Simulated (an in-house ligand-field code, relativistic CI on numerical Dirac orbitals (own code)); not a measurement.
# d2 in a ligand field: terms for several parameter sets

Which terms of d2 lie lowest for given Racah parameters and ligand field?

Program: an in-house ligand-field code version 1. Level of theory: parametric ligand-field model of a d^n configuration (Racah B and C, spin-orbit zeta, crystal field), exact diagonalisation. These are calculated values, not measurements, unless marked.

## Step 1: The atom as given

* shell: d2
* set 1 (cm⁻¹): B = 300, C = 1090, Oh, 10Dq = 6000
* set 2 (cm⁻¹): B = 960, C = 4880, D3d, 10Dq = 35100, Dsigma = -1200, Dtau = -140
* set 3 (cm⁻¹): B = 790, C = 3470, Oh, 10Dq = 7000
* set 4 (cm⁻¹): B = 840, C = 3800, Oh, 10Dq = 38750
* set 5 (cm⁻¹): B = 310, C = 1090, D4h, 10Dq = 46800, Ds = 2360, Dt = 410
* set 6 (cm⁻¹): B = 530, C = 2130, D4h, 10Dq = 28350, Ds = -970, Dt = 820
* set 7 (cm⁻¹): B = 1100, C = 5140, Oh, 10Dq = 31850
* set 8 (cm⁻¹): B = 390, C = 1800, Td, 10Dq = -17950

## Step 2: Set 1

The run's settings:

```ini
n = 2
racah_B = 300  # cm-1
racah_C = 1090  # cm-1
zeta = 0  # cm-1
symmetry = Oh
field = {"10Dq": 6000}  # cm-1
```

## Step 3: Set 2

The run's settings:

```ini
n = 2
racah_B = 960  # cm-1
racah_C = 4880  # cm-1
zeta = 0  # cm-1
symmetry = D3d
field = {"10Dq": 35100, "Dsigma": -1200, "Dtau": -140}  # cm-1
```

## Step 4: Set 3

The run's settings:

```ini
n = 2
racah_B = 790  # cm-1
racah_C = 3470  # cm-1
zeta = 0  # cm-1
symmetry = Oh
field = {"10Dq": 7000}  # cm-1
```

## Step 5: Set 4

The run's settings:

```ini
n = 2
racah_B = 840  # cm-1
racah_C = 3800  # cm-1
zeta = 0  # cm-1
symmetry = Oh
field = {"10Dq": 38750}  # cm-1
```

## Step 6: Set 5

The run's settings:

```ini
n = 2
racah_B = 310  # cm-1
racah_C = 1090  # cm-1
zeta = 0  # cm-1
symmetry = D4h
field = {"10Dq": 46800, "Ds": 2360, "Dt": 410}  # cm-1
```

## Step 7: Set 6

The run's settings:

```ini
n = 2
racah_B = 530  # cm-1
racah_C = 2130  # cm-1
zeta = 0  # cm-1
symmetry = D4h
field = {"10Dq": 28350, "Ds": -970, "Dt": 820}  # cm-1
```

## Step 8: Set 7

The run's settings:

```ini
n = 2
racah_B = 1100  # cm-1
racah_C = 5140  # cm-1
zeta = 0  # cm-1
symmetry = Oh
field = {"10Dq": 31850}  # cm-1
```

## Step 9: Set 8

The run's settings:

```ini
n = 2
racah_B = 390  # cm-1
racah_C = 1800  # cm-1
zeta = 0  # cm-1
symmetry = Td
field = {"10Dq": -17950}  # cm-1
```

(Steps that only read results are left out.)

**Question.** What will these runs give? Wanted: lowest terms.

As calculated:

| set | 10Dq/B (size) | lowest | S | electrons in z² and x²-y² | first level of the same spin (cm⁻¹) |
| --- | --- | --- | --- | --- | --- |
| 1: Oh | 20.0 | 3T1 | 1.00 | 0.04 | 3T2 5458 |
| 2: D3d | 36.6 | 3A2 | 1.00 | 0.01 | 3E 3807 |
| 3: Oh | 8.9 | 3T1 | 1.00 | 0.08 | 3T2 6074 |
| 4: Oh | 46.1 | 3T1 | 1.00 | 0.01 | 3T2 36772 |
| 5: D4h | 151.0 | 3A2 | 1.00 | 0.00 | 3E 5002 |
| 6: D4h | 53.5 | 3E | 1.00 | 0.01 | 3A2 6799 |
| 7: Oh | 29.0 | 3T1 | 1.00 | 0.02 | 3T2 29569 |
| 8: Td | 46.0 | 3A2 | 1.00 | 2.00 | 3T2 17950 |

| quantity | value |
| --- | --- |
| lowest terms | 1: 3T1, 2: 3A2, 3: 3T1, 4: 3T1, 5: 3A2, 6: 3E, 7: 3T1, 8: 3A2 |

8 of 8 sets have the highest spin that their shell allows, S = 1. A negative 10Dq stands for a tetrahedral field. B, C and the field are free parameters here, not those of a compound.
